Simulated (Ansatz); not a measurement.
# CH₃AlF₂S: how energies converge with the basis set

One table from this session's results is given with a row withheld; the runs are named, their logs left out.

Method: one geometry, several basis sets; program: Ansatz 0.2.0, Gaussian basis.

Plan: PBE0-D4/def2-SVP; ωB97M-V/def2-SVP; PBE0-D4/def2-QZVPP; ωB97M-V/def2-QZVPP; CCSD(T)/cc-pV(D+d)Z; CCSD(T)/cc-pV(T+d)Z; CCSD(T)/cc-pV(Q+d)Z; the functionals' def2-TZVPP values are taken from earlier runs.

## The relaxed structure

All runs share one geometry, relaxed beforehand with PBE0-D4 in a triple-zeta def2 set.

SMILES `C[S][Al]([F])[F]`, 8 atoms, charge 0, spin multiplicity 1.

Atoms are counted from 1 here; the program's logs count them from 0.

Bond lengths: C1–S2 1.828 Å, C1–H6 1.089 Å, C1–H7 1.089 Å, C1–H8 1.088 Å, S2–Al3 2.143 Å, Al3–F4 1.637 Å, Al3–F5 1.642 Å. Angles: S2–C1–H6 108.4°, S2–C1–H7 108.1°, S2–C1–H8 112.1°, H6–C1–H7 109.5°, H6–C1–H8 109.4°, H7–C1–H8 109.3°, C1–S2–Al3 100.8°, S2–Al3–F4 120.9°, S2–Al3–F5 120.3°, F4–Al3–F5 118.8°.

Set-up of the first run:

File in.yaml:

```yaml
crystal:
  periodic: [false, false, false]
  atoms:
    - {symbol: C, position_ang: [-0.685181, -0.190984, 1.173474]}
    - {symbol: S, position_ang: [0.485116, -1.211200, 0.207719]}
    - {symbol: Al, position_ang: [0.908146, 0.103348, -1.431667]}
    - {symbol: F, position_ang: [1.930358, -0.347135, -2.628219]}
    - {symbol: F, position_ang: [0.210071, 1.587676, -1.506263]}
    - {symbol: H, position_ang: [-1.638195, -0.714933, 1.221039]}
    - {symbol: H, position_ang: [-0.283000, -0.074990, 2.178411]}
    - {symbol: H, position_ang: [-0.835014, 0.791117, 0.729905]}
basis:
  gaussian: {orbitals: def2-SVP}
hamiltonian: {xc: pbe0, dispersion: d4}
output: {orbitals: {seedname: orbitals}}
```

Started as:

```
$ ansatz run in.yaml --threads 2 --pin off --events-out ev --progress --plain --max-ram 32768MiB --backend cpu
```

Steps of the session up to this table: PBE0-D4 in def2-SVP; ωB97M-V in def2-SVP; PBE0-D4 in def2-QZVPP; ωB97M-V in def2-QZVPP.

One table of the session follows, with a row left open; its other results are not shown here.

| functional | basis | HOMO (eV) |
| --- | --- | --- |
| PBE0-D4 | def2-SVP | ? |
| PBE0-D4 | def2-TZVPP | -7.64 |
| PBE0-D4 | def2-QZVPP | -7.66 |
| ωB97M-V | def2-SVP | -9.66 |
| ωB97M-V | def2-TZVPP | -9.80 |
| ωB97M-V | def2-QZVPP | -9.84 |

Q: Estimate the row for PBE0-D4, def2-SVP from the others.

As computed: HOMO (eV): -7.54. In the column «HOMO (eV)» it is the highest.
